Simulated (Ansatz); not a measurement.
I need a single point in a Gaussian basis of CH6BFGe, SMILES C[B](F)[GeH3]. Use Ansatz 0.2.0 through its Python package. Use: Hartree-Fock, cc-pVDZ basis, multiplicity 1.

```
atom    x (Å)    y (Å)    z (Å)
   C  -0.2289   1.0363  -1.0815
   B   0.4711  -0.1970  -0.5249
   F   1.4756  -0.8340  -1.3171
  Ge   0.0624  -0.9135   1.2900
   H  -0.1185   1.9326  -0.4260
   H   0.1207   1.3505  -2.0987
   H  -1.3361   0.8681  -1.1683
   H  -0.4644  -2.3697   1.1395
   H  -1.1355  -0.0407   1.9520
   H   1.2367  -0.8837   2.2379
```

`energy.py`:
```python
"""Single point of CH6BFGe."""

from pathlib import Path

import ansatz as az

geometry = (
    az.Crystal.molecule()
    .atom("C", (-0.2289, 1.0363, -1.0815))
    .atom("B", (0.4711, -0.197, -0.5249))
    .atom("F", (1.4756, -0.834, -1.3171))
    .atom("Ge", (0.0624, -0.9135, 1.29))
    .atom("H", (-0.1185, 1.9326, -0.426))
    .atom("H", (0.1207, 1.3505, -2.0987))
    .atom("H", (-1.3361, 0.8681, -1.1683))
    .atom("H", (-0.4644, -2.3697, 1.1395))
    .atom("H", (-1.1355, -0.0407, 1.952))
    .atom("H", (1.2367, -0.8837, 2.2379))
)

calculation = (
    geometry.calculation()
    .basis(gaussian="cc-pVDZ")
    .functional("hf")
    .orbitals()
)
print(calculation.to_yaml())
out = calculation.run(threads=1, runs_dir="ch6bfge_runs")
summary = out.report

print("reference energy %16.6f eV" % summary["reference_energy_ev"])
print("total energy     %16.6f eV" % summary["free_energy_ev"])
print("occupied orbitals outside the frozen core (up, down):", summary["n_occupied"], " frozen:", summary["n_frozen"], " virtual:", summary["n_virtual"])

lines = Path(summary["orbitals_path"]).read_text().splitlines()
field_of = lambda key: [line.split("=")[1].strip() for line in lines if line.startswith(key)]
orbitals = [(27.211386 * float(e), s, float(n)) for e, s, n in zip(field_of("Ene="), field_of("Spin="), field_of("Occup="))]
homo = max(e for e, _, n in orbitals if n > 0.5)
lumo = min(e for e, _, n in orbitals if n < 0.5)
print(f"HOMO {homo:.3f} eV, LUMO {lumo:.3f} eV, gap {lumo - homo:.3f} eV")
```

Running `python energy.py` prints:
```text
crystal:
  periodic: [false, false, false]
  atoms:
    - { symbol: C, position_ang: [-0.2289, 1.0363, -1.0815] }
    - { symbol: B, position_ang: [0.4711, -0.197, -0.5249] }
    - { symbol: F, position_ang: [1.4756, -0.834, -1.3171] }
    - { symbol: Ge, position_ang: [0.0624, -0.9135, 1.29] }
    - { symbol: H, position_ang: [-0.1185, 1.9326, -0.426] }
    - { symbol: H, position_ang: [0.1207, 1.3505, -2.0987] }
    - { symbol: H, position_ang: [-1.3361, 0.8681, -1.1683] }
    - { symbol: H, position_ang: [-0.4644, -2.3697, 1.1395] }
    - { symbol: H, position_ang: [-1.1355, -0.0407, 1.952] }
    - { symbol: H, position_ang: [1.2367, -0.8837, 2.2379] }
basis:
  gaussian:
    orbitals: cc-pVDZ
hamiltonian:
  xc: hf
output:
  orbitals: {}

reference energy    -60976.875005 eV
total energy        -60976.875005 eV
occupied orbitals outside the frozen core (up, down): [29, 29]  frozen: 0  virtual: [70, 70]
HOMO -11.316 eV, LUMO 2.304 eV, gap 13.621 eV
```

Notes:
- Total energies depend on the basis set; only differences at equal settings carry meaning.
- The geometry is a force-field or estimated start, not a minimum of this method, and the basis set is short of its limit.
- Levels such as HOMO and LUMO are orbital energies: in Hartree-Fock the gap is too wide and the LUMO hangs on the basis.
- Timing: 2.2 s on 1 thread of Arm Neoverse V1, with other jobs on the host, peak memory 0.24 GiB.
